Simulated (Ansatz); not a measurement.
**BGeH2 (doublet): wave-function methods side by side at distance Ge1–B2 = 1.885 Å, cc-pVTZ**

An exercise on one series of results from a longer session: the logs are not shown, and one member is left open.

Computed with Ansatz 0.2.0, Gaussian basis. Level: cc-pVTZ, core rule «outside noble gas», up to 15 orbitals frozen.

Plan: UHF; CCSD(T) on ROHF; CCSD(T) on UHF; BCCD(T) on ROHF; CISD; CCSDT(Q) on ROHF; CCSDT(Q) on UHF; CASSCF and NEVPT2, 3 electrons in 3 orbitals; CASSCF and NEVPT2, 9 electrons in 10 orbitals.

## The system

The geometry derives from a PBE0/def2-TZVP stationary point (not a proven minimum). One bond is set to the value named and the two fragments are kept rigid. No spin-orbit coupling is included. The filled d shell of Ge may be among the frozen orbitals whatever the setting's name suggests; the logs give the count.

4 atoms, charge 0, spin multiplicity 2.

Atoms are counted from 1 here; the program's logs count them from 0.

Bond lengths: Ge1–B2 1.885 Å, Ge1–H3 1.520 Å, Ge1–H4 1.520 Å. Angles: B2–Ge1–H3 120.2°, B2–Ge1–H4 120.2°, H3–Ge1–H4 119.5°.

The first run:

Input file in.yaml:

```yaml
crystal:
  periodic: [false, false, false]
  atoms:
    - {symbol: Ge, position_ang: [0.000000, 0.000000, -0.220401]}
    - {symbol: B, position_ang: [0.000000, 0.000000, 1.664781]}
    - {symbol: H, position_ang: [0.000000, 1.313392, -0.986177]}
    - {symbol: H, position_ang: [0.000000, -1.313392, -0.986177]}
basis:
  gaussian: {orbitals: cc-pVTZ}
magnetization: {spin_polarized: true, initial_magnetization: 1}
hamiltonian: {xc: hf}
output: {orbitals: {seedname: orbitals}}
```

On the command line:

```bash
$ ansatz run in.yaml --threads 1 --pin off --events-out ev --progress --plain --max-ram 2816MiB --backend cpu
```

Steps of the session up to this table: UHF; CCSD(T) on ROHF; CCSD(T) on UHF; BCCD(T) on ROHF; CISD; CCSDT(Q) on ROHF; CCSDT(Q) on UHF; CASSCF and NEVPT2, 3 electrons in 3 orbitals; CASSCF and NEVPT2, 9 electrons in 10 orbitals.

One of the session's tables, all rows but one given; the rest of the session is left out.

It belongs to the step «Misses and costs». 

```
        method  from RCCSDT(Q) (meV)
          ROHF               +6096.5
           UHF               +5724.6
          RMP2               +1273.6
          UMP2               +1485.0
          CISD                +804.5
         RCCSD                +345.7
         UCCSD                +357.2
      RCCSD(T)                 +62.6
      UCCSD(T)                 +90.0
       BCCD(T)                 +63.3
        RCCSDT                 +18.5
        UCCSDT                 +20.5
     RCCSDT(Q)                     0
     UCCSDT(Q)                  -0.8
   CASSCF pair               +5370.6
   NEVPT2 pair               +1122.1
CASSCF valence               +3553.8
NEVPT2 valence                     ?
```

Q: Estimate the row for NEVPT2 valence from the others.

The run gave: from RCCSDT(Q) (meV): +904.2. In the column «from RCCSDT(Q) (meV)» it lies between CISD (+804.5) and NEVPT2 pair (+1122.1).

Limits of these values: Restricted and unrestricted rows rest on different reference determinants; where their highest levels disagree by more than a few hundredths of an eV, they describe different states and don't form one ladder.
